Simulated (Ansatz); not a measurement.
# C8H13ClFNZr: up Jacob's ladder to CCSD(T)

An exercise on one series of results from a longer session: the logs are not shown, and one member is left open.

Program: Ansatz 0.2.0, Gaussian basis. Level of theory: functionals in def2-TZVPP, the program's frozen cores in correlated methods. These are calculated values, not measurements.

Plan: LDA (SPW92), PBE-D4, revPBE-D4, BLYP-D4, r2SCAN-D4, B97M-V, PBE0-D4, B3LYP-D4, r2SCANh-D4, r2SCAN0-D4, HSE06-D4, BHLYP-D4, CAM-B3LYP-D4, LC-ωPBE, ωB97X-V, ωB97M-V, B2PLYP, PBE-QIDH; CCSD(T)/def2-SVP; CCSD(T)/def2-TZVPP; MP2/def2-QZVPP; extrapolation to the limit; RPA on PBE.

### The geometry

All runs share one geometry, relaxed beforehand with PBE0-D4 in a triple-zeta def2 set. Zr takes the def2 core potential; no spin-orbit term is included.

SMILES `C[N](C)[Zr]1234([F])([Cl])[C@@H]5[C@H]1[C@H]2[C@@]3(C)[C@@H]54`, 25 atoms, charge 0, spin multiplicity 1.

Atoms are counted from 1 here; the program's logs count them from 0.

Bond lengths: C1–N2 1.450 Å, C1–H13 1.101 Å, C1–H14 1.098 Å, C1–H15 1.098 Å, N2–C3 1.434 Å, N2–Zr4 2.012 Å, C3–H16 1.099 Å, C3–H17 1.090 Å, C3–H18 1.100 Å, Zr4–F5 1.932 Å, Zr4–Cl6 2.403 Å, Zr4–C7 2.481 Å, Zr4–C8 2.493 Å, Zr4–C9 2.527 Å, Zr4–C10 2.551 Å, Zr4–C12 2.490 Å, C7–C8 1.408 Å, C7–C12 1.412 Å and more. Angles: N2–C1–H13 111.7°, N2–C1–H14 111.7°, N2–C1–H15 111.7°, H13–C1–H14 106.4°, H13–C1–H15 106.1°, H14–C1–H15 108.9°, C1–N2–C3 112.3°, C1–N2–Zr4 104.7°, C3–N2–Zr4 143.0°, N2–C3–H16 111.4°, N2–C3–H17 110.9°, N2–C3–H18 111.4°, H16–C3–H17 107.9°, H16–C3–H18 107.2°, H17–C3–H18 108.0°, N2–Zr4–F5 106.0°, N2–Zr4–Cl6 105.7°, N2–Zr4–C7 115.3° and more.

The first run:

in.yaml reads:

```yaml
crystal:
  periodic: [false, false, false]
  atoms:
    - {symbol: C, position_ang: [-2.987316, 0.140458, 0.247786]}
    - {symbol: N, position_ang: [-1.709208, -0.544356, 0.229262]}
    - {symbol: C, position_ang: [-1.796233, -1.875389, 0.755648]}
    - {symbol: Zr, position_ang: [-0.428510, 0.787266, -0.566759]}
    - {symbol: F, position_ang: [-1.229997, 1.371265, -2.225151]}
    - {symbol: Cl, position_ang: [-0.455996, 2.680433, 0.912521]}
    - {symbol: C, position_ang: [1.377806, -0.184540, -1.963245]}
    - {symbol: C, position_ang: [1.010251, -1.190919, -1.049911]}
    - {symbol: C, position_ang: [1.394736, -0.762702, 0.244131]}
    - {symbol: C, position_ang: [2.006084, 0.503990, 0.140137]}
    - {symbol: C, position_ang: [2.635710, 1.280579, 1.245114]}
    - {symbol: C, position_ang: [1.970511, 0.866721, -1.229489]}
    - {symbol: H, position_ang: [-2.911510, 1.155510, -0.173018]}
    - {symbol: H, position_ang: [-3.740637, -0.387934, -0.351335]}
    - {symbol: H, position_ang: [-3.367776, 0.263008, 1.270178]}
    - {symbol: H, position_ang: [-2.131194, -1.870633, 1.802583]}
    - {symbol: H, position_ang: [-0.827431, -2.372870, 0.716890]}
    - {symbol: H, position_ang: [-2.514085, -2.485015, 0.188182]}
    - {symbol: H, position_ang: [1.187663, -0.187269, -3.026436]}
    - {symbol: H, position_ang: [0.512626, -2.117898, -1.293799]}
    - {symbol: H, position_ang: [1.248060, -1.308718, 1.165254]}
    - {symbol: H, position_ang: [3.698152, 1.029666, 1.319000]}
    - {symbol: H, position_ang: [2.169566, 1.056841, 2.205340]}
    - {symbol: H, position_ang: [2.551478, 2.354292, 1.076498]}
    - {symbol: H, position_ang: [2.337238, 1.798227, -1.639351]}
basis:
  gaussian: {orbitals: def2-TZVPP}
hamiltonian: {xc: lda}
output: {orbitals: {seedname: orbitals}}
```

Steps of the session up to this table: LDA; PBE-D4 (GGA); revPBE-D4 (GGA); BLYP-D4 (GGA); r2SCAN-D4 (meta-GGA); B97M-V (meta-GGA); PBE0-D4 (hybrid); B3LYP-D4 (hybrid); r2SCANh-D4 (hybrid); r2SCAN0-D4 (hybrid); HSE06-D4 (hybrid); BHLYP-D4 (hybrid); CAM-B3LYP-D4 (range-separated); LC-ωPBE (range-separated); ωB97X-V (range-separated); ωB97M-V (range-separated); B2PLYP (double hybrid); PBE-QIDH (double hybrid).

One table of the session follows, with a row left open; its other results are not shown here.

It belongs to the step «Frontier levels by functional». 

```
  functional  HOMO (eV)  gap (eV)
 LDA (SPW92)      -5.66      3.79
      PBE-D4      -5.50      3.88
   revPBE-D4      -5.44      3.92
     BLYP-D4      -5.39      3.89
   r2SCAN-D4      -5.71      4.26
      B97M-V      -5.81      4.33
     PBE0-D4      -6.71      5.95
    B3LYP-D4      -6.51      5.53
  r2SCANh-D4      -6.17      5.03
  r2SCAN0-D4      -6.86      6.20
    HSE06-D4      -6.31      5.18
    BHLYP-D4      -7.85      8.08
CAM-B3LYP-D4      -8.05      8.36
     LC-ωPBE      -9.35     10.78
     ωB97X-V          ?         ?
     ωB97M-V      -8.95     10.08
```

Q: Estimate the row for ωB97X-V from the others.

**Answer.** HOMO (eV): -9.03; gap (eV): 10.37. In the column «HOMO (eV)» it lies between LC-ωPBE (-9.35) and ωB97M-V (-8.95).
